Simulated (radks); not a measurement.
# In³⁺ in [Kr] 4d10: an all-electron calculation

An exercise on one series of results from a longer session: the logs are not shown, and one member is left open.

The numbers are computed with radks (a radial shooting solver on a logarithmic mesh, Libxc functionals) version 1 (scalar-relativistic Kohn-Sham, SCAN, spin-polarised, spherical densities, finite nucleus), except any that are marked as measured or tabulated.

### What is computed

| Quantity | Value |
| --- | --- |
| element | indium (Z = 49) |
| charge | +3 |
| electrons | 46 |
| configuration | [Kr] 4d10 |
| nuclear rms radius | 4.6156 fm |

The outer shells:

In³⁺
```
[Kr] core
4d [↑↓][↑↓][↑↓][↑↓][↑↓]
```

The first run:

Input:

```text
Z 49
configuration [Kr] 4d10
relativity scalar-relativistic
functional scan,scan
spin polarised
nucleus finite rms 4.6156 fm
c 137.035999084
```

Started as:

```console
$ python run_ks.py task.json out
```

All runs below come from this command, one after another.

Among the steps run: Self-consistent calculation.

One table of the session follows, with a row left open; its other results are not shown here.

From the orbitals of this run (lengths in bohr):

| level | <r> | outermost maximum (interpolated) | 90 % within | nodes |
| --- | --- | --- | --- | --- |
| 1s | 0.02972 | 0.0192 | 0.0534 | 0 |
| 2s | 0.1284 | 0.108 | 0.198 | 1 |
| 2p | 0.1122 | 0.0870 | 0.183 | 0 |
| 3s | 0.3477 | 0.315 | 0.511 | 2 |
| 3p | 0.3466 | 0.309 | 0.521 | 1 |
| 3d | 0.3243 | 0.259 | 0.511 | 0 |
| 4s | ? | ? | ? | ? |
| 4p | 0.9218 | 0.818 | 1.36 | 2 |
| 4d | 1.146 | 0.928 | 1.78 | 1 |

Q: Estimate the row for 4s from the others.

As computed: <r>: 0.8503; outermost maximum (interpolated): 0.772; 90 % within: 1.23; nodes: 3. In the column «<r>» it lies between 3s (0.3477) and 4p (0.9218).
